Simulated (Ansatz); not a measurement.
# CH4BBr: the cost of one run

All numbers are computed with the Python package of Ansatz 0.2.0. Level of theory: r2SCAN+D3(BJ)/def2-SVPD.

### 1 Starting point

Bond lengths: C1–B2 1.521 Å, B2–Br3 1.979 Å, C1–H4 1.052 Å, C1–H5 1.162 Å, C1–H6 1.139 Å, B2–H7 1.196 Å. Angles: C1–B2–Br3 118.7°, C1–B2–H7 121.8°, Br3–B2–H7 119.4°, B2–C1–H4 111.3°, B2–C1–H5 111.0°, B2–C1–H6 113.0°, H4–C1–H5 107.0°, H4–C1–H6 109.0°, H5–C1–H6 105.2°.

No structure file is read: the coordinates are typed or built in the script.

### 2 The script

ch4bbr_dimer.py

```python
"""Binding of a CH4BBr dimer at a trial geometry."""

import ansatz as az

FIRST = [
    ("C", (-0.6098, 0.3534, -0.0358)),
    ("B", (0.7318, -0.3562, -0.1359)),
    ("Br", (1.3125, -1.5099, 1.3633)),
    ("H", (-1.3995, -0.3349, 0.0614)),
    ("H", (-0.8211, 0.9806, -0.9907)),
    ("H", (-0.657, 1.096, 0.8262)),
    ("H", (1.4434, -0.2291, -1.0887)),
]
SECOND = [
    ("C", (-1.1136, -0.4547, -4.6349)),
    ("B", (-2.581, -0.4297, -4.2354)),
    ("Br", (-3.0606, -0.7941, -2.3505)),
    ("H", (-0.5599, 0.2624, -4.1)),
    ("H", (-0.9853, -0.2108, -5.7635)),
    ("H", (-0.6314, -1.4766, -4.4932)),
    ("H", (-3.4472, -0.2041, -5.0286)),
]

def energy(atoms, ghosts=()):
    molecule = az.Crystal.molecule()
    for symbol, xyz in atoms:
        molecule = molecule.atom(symbol, xyz)
    calc = (
        molecule.calculation()
        .basis(gaussian="def2-SVPD")
        .functional("r2SCAN", dispersion="d3bj")
    )
    deck = calc.input()
    if ghosts:
        deck = deck.set(az.key.basis.gaussian.ghost_atoms, [{"symbol": s, "position_ang": list(xyz)} for s, xyz in ghosts])
    return az.Session.from_dict(deck).plan().execute().report["free_energy_ev"]


def main() -> None:
    # ghost atoms carry the functions of the partner
    both = energy(FIRST + SECOND)
    alone = energy(FIRST) + energy(SECOND)
    ghosted = energy(FIRST, SECOND) + energy(SECOND, FIRST)
    print(f"dimer {both:.6f} eV")
    print(f"interaction, uncorrected   {96.485332 * (both - alone):8.3f} kJ/mol")
    print(f"interaction, counterpoise  {96.485332 * (both - ghosted):8.3f} kJ/mol")
    print(f"basis-set superposition    {96.485332 * (alone - ghosted):8.3f} kJ/mol")


if __name__ == "__main__":
    main()
```

### 3 The calls as engine input

The engine receives this input (first run):

```yaml
crystal:
  periodic: [false, false, false]
  atoms:
    - { symbol: C, position_ang: [-0.6098, 0.3534, -0.0358] }
    - { symbol: B, position_ang: [0.7318, -0.3562, -0.1359] }
    - { symbol: Br, position_ang: [1.3125, -1.5099, 1.3633] }
    - { symbol: H, position_ang: [-1.3995, -0.3349, 0.0614] }
    - { symbol: H, position_ang: [-0.8211, 0.9806, -0.9907] }
    - { symbol: H, position_ang: [-0.657, 1.096, 0.8262] }
    - { symbol: H, position_ang: [1.4434, -0.2291, -1.0887] }
    - { symbol: C, position_ang: [-1.1136, -0.4547, -4.6349] }
    - { symbol: B, position_ang: [-2.581, -0.4297, -4.2354] }
    - { symbol: Br, position_ang: [-3.0606, -0.7941, -2.3505] }
    - { symbol: H, position_ang: [-0.5599, 0.2624, -4.1] }
    - { symbol: H, position_ang: [-0.9853, -0.2108, -5.7635] }
    - { symbol: H, position_ang: [-0.6314, -1.4766, -4.4932] }
    - { symbol: H, position_ang: [-3.4472, -0.2041, -5.0286] }
basis:
  gaussian:
    orbitals: def2-SVPD
hamiltonian:
  xc: r2scan
  dispersion: d3bj
```

### 4 Launch

The run is started by

```
> python ch4bbr_dimer.py
```

**Question.** How long does this script take on 1 thread of Arm Neoverse V2, shared host, and how much memory does it need?

About 68 s, with a peak of 0.46 GiB.
